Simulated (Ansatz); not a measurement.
# SiO2 (Stishovite): the cost of one run

Computed with Ansatz 0.2.0, driven from Python. Level of theory: DFT PBE, plane waves, PAW.

## 1. Starting point

Symmetry: P4_2/mnm, No. 136, tetragonal system. Conventional cell: a = 4.177 Å, b = 4.177 Å, c = 2.665 Å, α = 90.00°, β = 90.00°, γ = 90.00°. Si (site symmetry mmm) has 6 O at 1.76 to 1.81 Å in its first shell of neighbours. Around O (site symmetry m2m) lie 3 Si at 1.76 to 1.81 Å.

No structure file is read: the coordinates are typed or built in the script.

## 2. The script

run_vcrelax.py

```python
"""Cell relaxation of SiO2."""

from pathlib import Path
import warnings

import ansatz as az
import matplotlib.pyplot as plt
import numpy as np

XC = "PBE"
KMESH = (6, 6, 8)
OCCUPATIONS = "fixed"

def edges_and_angles(cell):
    cell = np.asarray(cell)
    a, b, c = np.linalg.norm(cell, axis=1)
    cosines = cell[1] @ cell[2] / (b * c), cell[0] @ cell[2] / (a * c), cell[0] @ cell[1] / (a * b)
    return (a, b, c, *np.degrees(np.arccos(cosines)))


def main() -> None:
    warnings.simplefilter("ignore", az.DeckWarning)

    lattice = az.Lattice.of(
        (4.1773, 0.0, 0.0),
        (0.0, 4.1773, 0.0),
        (0.0, 0.0, 2.6652),
    )
    sites = [
        ("Si", (0.0, 0.0, 0.0)),
        ("Si", (0.5, 0.5, 0.5)),
        ("O", (0.3059, 0.3059, 0.0)),
        ("O", (0.1941, 0.8059, 0.5)),
        ("O", (0.6941, 0.6941, 0.0)),
        ("O", (0.8059, 0.1941, 0.5)),
    ]
    sio2 = az.Crystal(lattice=lattice)
    for symbol, position in sites:
        sio2 = sio2.atom(symbol, position)

    # a pressure is positive in compression
    calc = (
        sio2.calculation()
        .functional(XC)
        .kpoints(*KMESH)
        .occupations(OCCUPATIONS)
        .relax(pressure=1)
        .potential_components()
        .density_of_states(energy_step=0.05, projected=True)
    )
    steps = []


    def follow(event):
        if event["event"] != "relax_step":
            return
        row = event["data"]
        steps.append(row)
        print(f"step {row['step']:3d}  E = {row['lagrangian_ev']:.5f} eV  largest force component = {row['allowed_force_max_ev_ang']:.4f} eV/A  P = {row['pressure_gpa']:.3f} GPa")


    done = calc.session().plan(threads=1).execute(on_event=follow)
    data = done.report

    first, last = steps[0], steps[-1]
    symbols = [site.symbol for site in done.lattice.sites]
    print(f"energy gained {first['lagrangian_ev'] - last['lagrangian_ev']:.4f} eV in {len(steps) - 1} steps")
    for label, vectors in (("before", first["cell_ang"]), ("after", done.lattice.cell_ang)):
        print(label, "a b c (A) {:.4f} {:.4f} {:.4f}  angles {:.2f} {:.2f} {:.2f}".format(*edges_and_angles(vectors)), f" V = {abs(np.linalg.det(vectors)):.3f} A^3")
    print("final stress xx yy zz (GPa, compression positive):", np.round(np.diag(data["stress_gpa"]), 3) + 0.0)

    print("relaxed fractional positions")
    for site in done.lattice.sites:
        print(f"  {site.symbol:2s}", " ".join(f"{v % 1:8.5f}" for v in np.round(site.position_frac, 5)))

    fig, (top, bottom) = plt.subplots(2, 1, sharex=True, figsize=(4.5, 4))
    top.plot([s["lagrangian_ev"] - last["lagrangian_ev"] for s in steps], "o-")
    top.set_ylabel("E - E(final) (eV)")
    bottom.semilogy([max(s["allowed_force_max_ev_ang"], 1e-6) for s in steps], "s-")
    bottom.set(xlabel="step", ylabel="largest force (eV/A)")
    fig.tight_layout()
    fig.savefig("relax.png", dpi=100)

    energy = data["free_energy_ev"]
    print("F of the SiO2 cell: {:.6f} eV = {:.6f} Ry = {:.6f} Ha".format(energy, energy / 13.605693, energy / 27.211386))
    print("Fermi level {:.4f} eV, {} k-points, {} symmetry operations".format(data["fermi_energy_ev"], data["n_kpoints"], data["n_symmetry_ops"]))

    folder = Path(done.write_results("parts"))
    text = (folder / "v_comp_z.tsv").read_text().splitlines()
    rows = np.array([line.split() for line in text if not line.startswith("#")], dtype=float)
    print(text[0])
    print(np.array2string(rows[:: max(len(rows) // 12, 1)], precision=3, suppress_small=True))

    dos = done.density_of_states()
    energy = np.asarray(dos.energies_ev) - dos.fermi_ev
    projected = done.projected_density_of_states()
    fig, ax = plt.subplots(figsize=(5, 3.4))
    for name in sorted({site.species for site in projected.sites}):
        curve = sum(np.sum(part.g_bin_mean_per_ev, axis=0) for site in projected.sites if site.species == name for shell in site.shells for part in shell.curves)
        ax.plot(energy, curve, label=name)
        window = (energy > -4) & (energy <= 0)
        print(f"{name}: {curve[window].sum() * (energy[1] - energy[0]):.3f} projected states in the 4 eV under E_F")
    ax.set(xlim=(-8, 6), xlabel="E - E_F (eV)", ylabel="states/eV")
    ax.legend()
    fig.savefig("pdos.png", dpi=100)


if __name__ == "__main__":
    main()
```

## 3. The input behind the calls

The engine receives this input:

```yaml
crystal:
  lattice:
    - [4.1773, 0.0, 0.0]
    - [0.0, 4.1773, 0.0]
    - [0.0, 0.0, 2.6652]
  atoms:
    - { symbol: Si, position: [0.0, 0.0, 0.0] }
    - { symbol: Si, position: [0.5, 0.5, 0.5] }
    - { symbol: O, position: [0.3059, 0.3059, 0.0] }
    - { symbol: O, position: [0.1941, 0.8059, 0.5] }
    - { symbol: O, position: [0.6941, 0.6941, 0.0] }
    - { symbol: O, position: [0.8059, 0.1941, 0.5] }
kpoints:
  mp_grid:
    grid: [6, 6, 8]
hamiltonian:
  xc: pbe
scf:
  occupations:
    method: fixed
relax:
  cell:
    p_target: 1.0
output:
  write_potential_components: true
  dos:
    de: 0.05
    projected: true
```

## 4. The run

Command:

```sh
> python run_vcrelax.py
```

Q: Estimate wall time and peak memory on 1 thread of Arm Neoverse V2, shared host.

About 22 s, with a peak of 0.43 GiB.
